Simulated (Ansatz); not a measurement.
## AgCl: vertical and adiabatic energies of changing the electron count

Program: the Ansatz DFT code, driven from Python.

The script, `agcl_adiabatic.py`:
```python
"""How AgCl relaxes after losing an electron."""

import itertools
import logging
import sys
import warnings

import ansatz
from ase.data import atomic_numbers, covalent_radii
import numpy as np

logging.basicConfig(stream=sys.stdout, format="%(levelname)s:%(name)s:%(message)s")
logger = logging.getLogger("ansatz_job")
logger.setLevel(logging.INFO)

GEOMETRY = """
Ag    0.00000    0.00000    0.00000
Cl    0.00000    0.00000    2.30500
"""

warnings.simplefilter("ignore", ansatz.DeckWarning)

molecule = ansatz.Crystal.molecule()
for line in GEOMETRY.strip().splitlines():
    symbol, *xyz = line.split()
    molecule = molecule.atom(symbol, [float(v) for v in xyz])

base = molecule.calculation().basis(gaussian="def2-SVP").functional("b3lyp", dispersion="d4")
symbols = [site.symbol for site in molecule.cartesian_sites]
start = np.array([site.position_ang for site in molecule.cartesian_sites], dtype=float)
data = base.relax(force_tolerance=0.01, max_steps=100).run().report
end = np.array(data["positions_ang"])

minimum = ansatz.Crystal.molecule()
for symbol, place in zip(symbols, end):
    minimum = minimum.atom(symbol, place.tolist())
ion = minimum.calculation()
ion = ion.basis(gaussian="def2-SVP").functional("b3lyp", dispersion="d4")
ion = ion.charge(1).spin("collinear", total=1)
vertical = ion.run().report
settled = ion.relax(force_tolerance=0.01, max_steps=80).run().report
logger.info(f"vertical ionisation energy   {vertical['free_energy_ev'] - data['free_energy_ev']:.3f} eV")
logger.info(f"adiabatic, no zero point     {settled['free_energy_ev'] - data['free_energy_ev']:.3f} eV")
logger.info(f"relaxation energy of the ion {vertical['free_energy_ev'] - settled['free_energy_ev']:.3f} eV")
ionised = np.array(settled["positions_ang"])
# pairs closer than 1.2 times the sum of covalent radii, before or after
radius = [covalent_radii[atomic_numbers[s]] for s in symbols]
span = lambda where, i, j: np.linalg.norm(where[i] - where[j])
bonded = [(i, j) for i, j in itertools.combinations(range(len(symbols)), 2) if min(span(end, i, j), span(ionised, i, j)) < 1.2 * (radius[i] + radius[j])]
logger.info("pair        before    after (A)")
for i, j in bonded:
    print(f"{symbols[i]}{i}-{symbols[j]}{j}".ljust(10), f"{span(end, i, j):8.4f} {span(ionised, i, j):8.4f}")
```

`python agcl_adiabatic.py` gives:
```text
INFO:ansatz_job:vertical ionisation energy   9.992 eV
INFO:ansatz_job:adiabatic, no zero point     9.903 eV
INFO:ansatz_job:relaxation energy of the ion 0.089 eV
INFO:ansatz_job:pair        before    after (A)
Ag0-Cl1      2.3170   2.5100
```

Caveats:
- The energies are electronic: no zero-point or thermal terms, and the basis set is short of its limit. The product may relax into another structure. Each relaxation finds its nearest minimum, which needn't be the lowest.
- def2 sets replace the cores of elements past krypton by effective core potentials.
- b3lyp holds the VWN-RPA fit, as in Gaussian; the form of ORCA and Turbomole is b3lyp5.
- The spin state was assumed, and another may lie lower.
- Timing: 20 s on 1 thread of Arm Neoverse V2, with other jobs on the host, peak memory 0.21 GiB.
